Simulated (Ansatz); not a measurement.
I need a band structure of Ta2C, space group P-3m1. Use Ansatz's Python interface. Level of theory: PBEsol, PAW, cutoff 530 eV, 11×11×6 k-points, Fermi-Dirac smearing of 0.1 eV.

`ta2c.xyz`
```text
3
Lattice="3.1059 0.0 0.0 -1.55295 2.6897883 0.0 0.0 0.0 4.9464" Properties=species:S:1:pos:R:3 pbc="T T T"
Ta   -0.00000000    1.79319220    1.24654226
Ta    1.55295000    0.89659610    3.69985774
C     0.00000000    0.00000000    0.00000000
```

The script, `bands_ta2c.py`:
```python
'''Band structure of Ta2C.'''

from pathlib import Path

import ansatz
import numpy as np

system = ansatz.Crystal.from_extxyz('ta2c.xyz')

# vertices of the path, as fractions of the reciprocal vectors
path = [
    ('G', (0.0, 0.0, 0.0)),
    ('M', (0.5, 0.0, 0.0)),
    ('K', (0.33333, 0.33333, 0.0)),
    ('G', (0.0, 0.0, 0.0)),
    ('A', (0.0, 0.0, 0.5)),
    ('L', (0.5, 0.0, 0.5)),
]
model = (
    system.calculation()
    .functional('pbesol')
    .pseudopotentials('paw')
    .basis(530, xc_grid=1)
    .accuracy('low')
    .kpoints(11, 11, 6)
    .occupations(ansatz.OccupationsMethod.FERMI_DIRAC)
    .eigensolver('davidson')
    .scf(tolerance=1e-08)
    .band_structure([point for _, point in path], intervals=4)
    .scf(extra_bands=6)
    .density()
    .potential()
    .electron_localization_function()
    .output_files(volumetric_format='npy')
)
outcome = model.run(threads=1, backend='cpu')
data = outcome.report

print('%-22s %14.5f eV' % ('F = E - TS', data['free_energy_ev']))
print('%-22s %14.5f eV' % ('E', data['internal_energy_ev']))
print('%-22s %14.5f eV' % ('Harris-Foulkes', data['harris_foulkes_ev']))
print('%-22s %14.5f eV' % ('Fermi level', data['fermi_energy_ev']))

folder = Path(outcome.write_results('fields'))
print('densities in e/A^3, potentials in eV, ELF without unit')
for name in sorted(p.name for p in folder.glob('*.npy')):
    field = np.load(folder / name)
    print(f'{name:16s} {str(field.shape):16s} min {field.min():10.4f}  mean {field.mean():10.4f}  max {field.max():10.4f}')

rho = outcome.density()
total = sum(ch.density_e_per_ang3 for ch in rho.channels[:2]) if len(rho.channels) < 3 else rho.channels[0].density_e_per_ang3
print('grid', rho.dims, 'electrons', round(float(total.mean() * rho.cell_volume_ang3), 4))
profile = total.mean(axis=(0, 2))
print('planar average along grid axis 1 (e/A^3):')
print(np.array2string(profile[:: max(len(profile) // 16, 1)], precision=4))

bands = outcome.band_structure()
fermi = bands.fermi_energy_ev
print(f'zero of the bands: {fermi:.3f} eV, the Fermi level found on the SCF mesh')
for spin, channel in enumerate(bands.channels):
    print('channel', spin, '- computed levels within 6 eV of the Fermi level')
    for i, (label, _) in enumerate(path):
        levels = channel.eigenvalues_ev[i * 4] - fermi
        print(f'  {label:3s}', ' '.join(f'{e:7.3f}' for e in levels if abs(e) < 6))
```

Output of `python bands_ta2c.py`:
```text
F = E - TS               -19861.68416 eV
E                        -19861.65818 eV
Harris-Foulkes           -19861.68416 eV
Fermi level                  18.35567 eV
densities in e/A^3, potentials in eV, ELF without unit
elf.npy          (24, 24, 40)     min     0.0182  mean     0.3939  max     0.7763
rho.npy          (24, 24, 40)     min     0.1448  mean     0.7260  max     4.5787
v_es.npy         (24, 24, 40)     min   -78.1075  mean     7.7302  max    22.4763
v_tot.npy        (24, 24, 40)     min  -107.1006  mean    -5.3312  max    13.6087
grid (24, 24, 40) electrons 30.0
planar average along grid axis 1 (e/A^3):
[0.4916 0.5086 0.5542 0.6168 0.682  0.7351 0.7685 0.7858 0.8005 0.8243
 0.8566 0.8853 0.8967 0.8853 0.8566 0.8243 0.8005 0.7858 0.7685 0.7351
 0.682  0.6168 0.5542 0.5086]
zero of the bands: 18.356 eV, the Fermi level found on the SCF mesh
channel 0 - computed levels within 6 eV of the Fermi level
  G    -3.612  -3.612  -3.036  -0.039   0.487   0.487   1.111   1.111   2.364   2.364   2.877
  M    -4.346  -4.013  -3.723  -1.806  -0.283   3.291   3.427   4.612   5.020   5.162   5.363
  K    -5.345  -5.345  -3.867  -2.533  -1.787  -1.787   2.542   2.542   3.642   4.126   4.126   5.672
  G    -3.612  -3.612  -3.036  -0.039   0.487   0.487   1.111   1.111   2.364   2.364   2.877
  A    -3.851  -3.851  -1.801  -1.600  -0.293  -0.293   2.913   2.913   3.450   3.450   4.300
  L    -4.613  -3.588  -2.551  -1.179  -1.009   1.542   1.551   4.268   4.804   4.904   5.044
```

Caveats:
- The settings weren't tested for convergence.
- The computed bands are complete only to about 2.9 eV above the Fermi level.
- For a metal this k-point mesh is coarse: on a finer one energies can move by several to tens of meV an atom and pressures by half a GPa or more, differences at one mesh by less.
- The zero of the levels is a convention of the potentials, so an absolute Fermi energy is no work function.
- Grid values close to the nuclei reflect the PAW or pseudopotential construction, not the all-electron fields.
- The structure is a deposited one; some such entries were measured under pressure or heat, so a shift against it needn't be the functional's error alone.
- Gaps and levels are Kohn-Sham values on a finite set of k-points, without spin-orbit coupling.
- Hardware and time: 4.7 s on 1 thread of Intel(R) Xeon(R) Platinum 8488C (Sapphire Rapids), with other jobs on the host, peak memory 0.43 GiB.

(Lines on the test bed's own set-up are left out of the output.)
